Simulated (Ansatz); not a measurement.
# CH4GeO2: a ladder of functionals and wavefunction methods

One table from this session's results is given with a row withheld; the runs are named, their logs left out.

Computed with Ansatz 0.2.0, Gaussian basis. Level: functionals in def2-TZVPP, the program's frozen cores in correlated methods.

Levels to be run: LDA (SPW92), PBE-D4, revPBE-D4, BLYP-D4, r2SCAN-D4, B97M-V, PBE0-D4, B3LYP-D4, r2SCANh-D4, r2SCAN0-D4, HSE06-D4, BHLYP-D4, CAM-B3LYP-D4, LC-ωPBE, ωB97X-V, ωB97M-V, B2PLYP, PBE-QIDH; CCSD(T)/def2-SVP; CCSD(T)/def2-TZVPP; CCSD(T)/def2-QZVPP; extrapolation to the limit; RPA on PBE.

**The relaxed structure**

The geometry comes from an earlier relaxation with PBE0-D4 in a triple-zeta def2 set; it is a stationary point, not always the lowest conformer.

SMILES `C[O][Ge][OH]`, 8 atoms, charge 0, spin multiplicity 1.

Atoms are counted from 1 here; the program's logs count them from 0.

Bond lengths: C1–O2 1.404 Å, C1–H5 1.093 Å, C1–H6 1.098 Å, C1–H7 1.098 Å, O2–Ge3 1.790 Å, Ge3–O4 1.789 Å, O4–H8 0.962 Å. Angles: O2–C1–H5 108.7°, O2–C1–H6 112.0°, O2–C1–H7 112.1°, H5–C1–H6 107.7°, H5–C1–H7 107.7°, H6–C1–H7 108.5°, C1–O2–Ge3 127.0°, O2–Ge3–O4 101.6°, Ge3–O4–H8 117.3°.

Set-up of the first run:

in.yaml

```yaml
crystal:
  periodic: [false, false, false]
  atoms:
    - {symbol: C, position_ang: [0.049146, 0.633158, -0.773665]}
    - {symbol: O, position_ang: [1.140652, -0.154748, -0.375242]}
    - {symbol: Ge, position_ang: [1.187451, -1.328546, 0.975499]}
    - {symbol: O, position_ang: [-0.475942, -1.200881, 1.622545]}
    - {symbol: H, position_ang: [0.351827, 1.244460, -1.627247]}
    - {symbol: H, position_ang: [-0.806986, 0.022210, -1.087566]}
    - {symbol: H, position_ang: [-0.281305, 1.312374, 0.022728]}
    - {symbol: H, position_ang: [-1.072641, -0.585027, 1.187149]}
basis:
  gaussian: {orbitals: def2-TZVPP}
hamiltonian: {xc: lda}
output: {orbitals: {seedname: orbitals}}
```

On the command line:

```sh
$ ansatz run in.yaml --threads 2 --pin off --events-out ev --progress --plain --max-ram 32768MiB --backend cpu
```

Among the steps run: LDA; PBE-D4 (GGA); revPBE-D4 (GGA); BLYP-D4 (GGA); r2SCAN-D4 (meta-GGA); B97M-V (meta-GGA); PBE0-D4 (hybrid); B3LYP-D4 (hybrid); r2SCANh-D4 (hybrid); r2SCAN0-D4 (hybrid); HSE06-D4 (hybrid); BHLYP-D4 (hybrid); CAM-B3LYP-D4 (range-separated); LC-ωPBE (range-separated); ωB97X-V (range-separated); ωB97M-V (range-separated); B2PLYP (double hybrid); PBE-QIDH (double hybrid).

One table of the session follows, with a row left open; its other results are not shown here.

It belongs to the step «Orbital energies across the functionals». 

| functional | HOMO (eV) | LUMO (eV) | gap (eV) |
| --- | --- | --- | --- |
| LDA (SPW92) | -6.82 | -2.50 | 4.32 |
| PBE-D4 | -6.64 | -2.28 | 4.35 |
| revPBE-D4 | -6.57 | -2.20 | 4.37 |
| BLYP-D4 | ? | ? | ? |
| r2SCAN-D4 | -6.93 | -2.23 | 4.70 |
| B97M-V | -6.90 | -2.16 | 4.73 |
| PBE0-D4 | -7.81 | -1.52 | 6.29 |
| B3LYP-D4 | -7.66 | -1.76 | 5.90 |
| r2SCANh-D4 | -7.37 | -1.94 | 5.44 |
| r2SCAN0-D4 | -8.02 | -1.50 | 6.52 |
| HSE06-D4 | -7.41 | -1.90 | 5.51 |
| BHLYP-D4 | -8.89 | -0.71 | 8.18 |
| CAM-B3LYP-D4 | -9.19 | -0.49 | 8.70 |
| LC-ωPBE | -10.45 | 0.66 | 11.12 |
| ωB97X-V | -10.12 | 0.56 | 10.68 |
| ωB97M-V | -10.06 | 0.45 | 10.51 |

Q: Estimate the row for BLYP-D4 from the others.

Worked estimate for «HOMO (eV)». Against the share of exact exchange, B3LYP-D4 (0.2, -7.66), BHLYP-D4 (0.5, -8.89) give a slope of -4.10 per unit share; at 0 the line stands at -6.84.

The run gave: HOMO (eV): -6.55; LUMO (eV): -2.20; gap (eV): 4.35. In «HOMO (eV)» the line misses by -0.29.
